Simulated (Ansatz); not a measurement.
# C₂H₄F₄OSn: ionisation energy by level of theory

One table from this session's results is given with a row withheld; the runs are named, their logs left out.

Method: unrestricted cation, the program's frozen cores in correlated methods; program: Ansatz 0.2.0, Gaussian basis.

Levels to be run: UKS PBE-D4/def2-TZVPP; UKS r2SCAN-D4/def2-TZVPP; UKS PBE0-D4/def2-TZVPP; UKS B3LYP-D4/def2-TZVPP; UKS wB97X-V/def2-TZVPP; UKS wB97M-V/def2-TZVPP; UKS B2PLYP (frozen core with filled d shells)/def2-TZVPP; UHF-MP2 with filled d shells/def2-TZVPP; UHF-MP2 with filled d shells/def2-QZVPP; then −ε(HOMO) from the neutral's earlier runs with LDA (SPW92), PBE-D4, revPBE-D4, BLYP-D4, r2SCAN-D4, B97M-V, PBE0-D4, B3LYP-D4, r2SCANh-D4, r2SCAN0-D4, HSE06-D4, BHLYP-D4, CAM-B3LYP-D4, LC-ωPBE, ωB97X-V, ωB97M-V.

1 further run of the same task is left out (it didn't finish).

## Structure used throughout

All runs share one geometry, relaxed beforehand with PBE0-D4 in a triple-zeta def2 set. Sn takes the def2 core potential; no spin-orbit term is included.

12 atoms, charge 0, spin multiplicity 1.

Atoms are counted from 1 here; the program's logs count them from 0.

Bond lengths: F1–Sn2 1.914 Å, Sn2–O3 1.968 Å, Sn2–H9 1.691 Å, Sn2–H10 1.697 Å, O3–C4 1.385 Å, C4–C5 1.516 Å, C4–H11 1.100 Å, C4–H12 1.095 Å, C5–F6 1.334 Å, C5–F7 1.356 Å, C5–F8 1.330 Å. Angles: F1–Sn2–O3 100.9°, F1–Sn2–H9 105.4°, F1–Sn2–H10 106.4°, O3–Sn2–H9 109.6°, O3–Sn2–H10 109.1°, H9–Sn2–H10 123.1°, Sn2–O3–C4 121.8°, O3–C4–C5 111.7°, O3–C4–H11 114.0°, O3–C4–H12 109.4°, C5–C4–H11 106.5°, C5–C4–H12 107.2°, H11–C4–H12 107.8°, C4–C5–F6 111.3°, C4–C5–F7 110.3°, C4–C5–F8 112.8°, F6–C5–F7 107.3°, F6–C5–F8 108.2° and more.

As a file:

```
atom     x (Å)     y (Å)     z (Å)
  F1   2.33112   2.33001  -1.26331
 Sn2   0.58925   1.58487  -0.98866
  O3   0.94534   0.34129   0.49394
  C4   0.44810  -0.95139   0.49852
  C5  -1.04338  -0.97628   0.76726
  F6  -1.52996  -2.21539   0.68286
  F7  -1.69850  -0.22277  -0.14984
  F8  -1.36062  -0.48661   1.96283
  H9  -0.36567   2.86596  -0.43594
 H10   0.22544   0.69282  -2.38588
 H11   0.60490  -1.49378  -0.44532
 H12   0.93090  -1.52384   1.29744
```

Set-up of the first run:

Contents of in.yaml:

```yaml
crystal:
  periodic: [false, false, false]
  atoms:
    - {symbol: F, position_ang: [2.331116, 2.330013, -1.263313]}
    - {symbol: Sn, position_ang: [0.589250, 1.584870, -0.988659]}
    - {symbol: O, position_ang: [0.945338, 0.341292, 0.493944]}
    - {symbol: C, position_ang: [0.448100, -0.951394, 0.498525]}
    - {symbol: C, position_ang: [-1.043383, -0.976282, 0.767258]}
    - {symbol: F, position_ang: [-1.529956, -2.215386, 0.682864]}
    - {symbol: F, position_ang: [-1.698505, -0.222774, -0.149842]}
    - {symbol: F, position_ang: [-1.360623, -0.486606, 1.962828]}
    - {symbol: H, position_ang: [-0.365674, 2.865961, -0.435938]}
    - {symbol: H, position_ang: [0.225439, 0.692821, -2.385878]}
    - {symbol: H, position_ang: [0.604900, -1.493778, -0.445324]}
    - {symbol: H, position_ang: [0.930899, -1.523836, 1.297437]}
basis:
  gaussian: {orbitals: def2-TZVPP}
total_charge: 1
magnetization: {spin_polarized: true, initial_magnetization: 1}
hamiltonian: {xc: pbe, dispersion: d4}
```

Among the steps run: Cation, UKS PBE-D4/def2-TZVPP; Cation, UKS r2SCAN-D4/def2-TZVPP; Cation, UKS PBE0-D4/def2-TZVPP; Cation, UKS B3LYP-D4/def2-TZVPP; Cation, UKS wB97X-V/def2-TZVPP; Cation, UKS wB97M-V/def2-TZVPP; Cation, UKS B2PLYP (frozen core with filled d shells)/def2-TZVPP; Cation, UHF-MP2 with filled d shells/def2-TZVPP; Cation, UHF-MP2 with filled d shells/def2-QZVPP.

One table of the session follows, with a row left open; its other results are not shown here.

For comparison, −ε(HOMO) of the neutral from earlier runs:

```
  functional  −ε(HOMO) (eV)
 LDA (SPW92)           7.24
      PBE-D4           7.04
   revPBE-D4              ?
     BLYP-D4           6.97
   r2SCAN-D4           7.42
      B97M-V           7.57
     PBE0-D4           8.69
    B3LYP-D4           8.46
  r2SCANh-D4           8.03
  r2SCAN0-D4           8.96
    HSE06-D4           8.28
    BHLYP-D4          10.31
CAM-B3LYP-D4          10.18
     LC-ωPBE          11.48
     ωB97X-V          11.17
     ωB97M-V          11.10
```

Q: Estimate the row for revPBE-D4 from the others.

**Answer.** −ε(HOMO) (eV): 6.96. In the column «−ε(HOMO) (eV)» it is the lowest.
